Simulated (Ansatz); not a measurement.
# GeNH4 (quartet): wave-function methods side by side at distance Ge1–H5 along a hydrogen transfer = 1.427 Å, cc-pVDZ

An exercise on one series of results from a longer session: the logs are not shown, and one member is left open.

Method: cc-pVDZ, core rule «outside noble gas», up to 15 orbitals frozen; program: Ansatz 0.2.0, Gaussian basis.

To be run: UHF; CCSD(T) on ROHF; CCSD(T) on UHF; BCCD(T) on ROHF; CISD; CCSDT(Q) on ROHF; CCSDT(Q) on UHF; CASSCF and MRCISD+Q, 5 electrons in 5 orbitals; CASSCF and NEVPT2, 5 electrons in 5 orbitals.

10 further runs of the same task are left out: 1 for a mislabelled method, 7 that didn't finish, 2 set aside as unsound or not needed.

## What is computed

The geometry derives from fragments relaxed apart (PBE0/def2-TZVP) and kept rigid, so it is no stationary point. A hydrogen atom is moved between rigid fragments. No spin-orbit coupling is included. The filled d shell of Ge may be among the frozen orbitals whatever the setting's name suggests; the logs give the count.

6 atoms, charge 0, spin multiplicity 4.

Atoms are counted from 1 here; the program's logs count them from 0.

Bond lengths: Ge1–H2 1.534 Å, Ge1–H3 1.534 Å, Ge1–H4 1.534 Å, Ge1–H5 1.427 Å. Angles: H2–Ge1–H3 109.5°, H2–Ge1–H4 109.5°, H2–Ge1–H5 109.5°, H3–Ge1–H4 109.5°, H3–Ge1–H5 109.5°, H4–Ge1–H5 109.5°.

Set-up of the first run:

Input file in.yaml:

```yaml
crystal:
  periodic: [false, false, false]
  atoms:
    - {symbol: Ge, position_ang: [-0.502828, 0.000000, 0.000000]}
    - {symbol: H, position_ang: [-1.014278, 1.446599, 0.000000]}
    - {symbol: H, position_ang: [-1.014278, -0.723300, 1.252792]}
    - {symbol: H, position_ang: [-1.014278, -0.723299, -1.252792]}
    - {symbol: H, position_ang: [0.924172, 0.000000, 0.000000]}
    - {symbol: N, position_ang: [2.760172, 0.000000, 0.000000]}
basis:
  gaussian: {orbitals: cc-pVDZ}
magnetization: {spin_polarized: true, initial_magnetization: 3}
hamiltonian: {xc: hf}
output: {orbitals: {seedname: orbitals}}
```

On the command line:

```bash
$ ansatz run in.yaml --threads 1 --pin off --events-out ev --progress --plain --max-ram 2393MiB
```

Among the steps run: UHF; CCSD(T) on ROHF; CCSD(T) on UHF; BCCD(T) on ROHF; CISD; CCSDT(Q) on ROHF; CCSDT(Q) on UHF; CASSCF and MRCISD+Q, 5 electrons in 5 orbitals; CASSCF and NEVPT2, 5 electrons in 5 orbitals.

One table of the session follows, with a row left open; its other results are not shown here.

It belongs to the step «Misses and costs». 

| method | from UCCSDT(Q) (kJ/mol) |
| --- | --- |
| ROHF | +632.2 |
| UHF | +623.4 |
| RMP2 | +132.6 |
| UMP2 | +131.0 |
| CISD | +56.2 |
| RCCSD | +11.3 |
| UCCSD | +11.1 |
| RCCSD(T) | +2.4 |
| UCCSD(T) | +2.2 |
| BCCD(T) | +2.4 |
| RCCSDT | +0.5 |
| UCCSDT | +0.3 |
| RCCSDT(Q) | ? |
| UCCSDT(Q) | 0 |
| CASSCF pair | +595.8 |
| NEVPT2 pair | +130.8 |
| MRCISD pair | +49.8 |
| MRCISD+Q pair | 0.0 |

**Question.** Estimate the row for RCCSDT(Q).

**Answer.** from UCCSDT(Q) (kJ/mol): +0.2. In the column «from UCCSDT(Q) (kJ/mol)» it lies between MRCISD+Q pair (0.0) and UCCSDT (+0.3).

Limits of these values: Restricted and unrestricted rows rest on different reference determinants; where their highest levels disagree by more than a few hundredths of an eV, they describe different states and don't form one ladder.
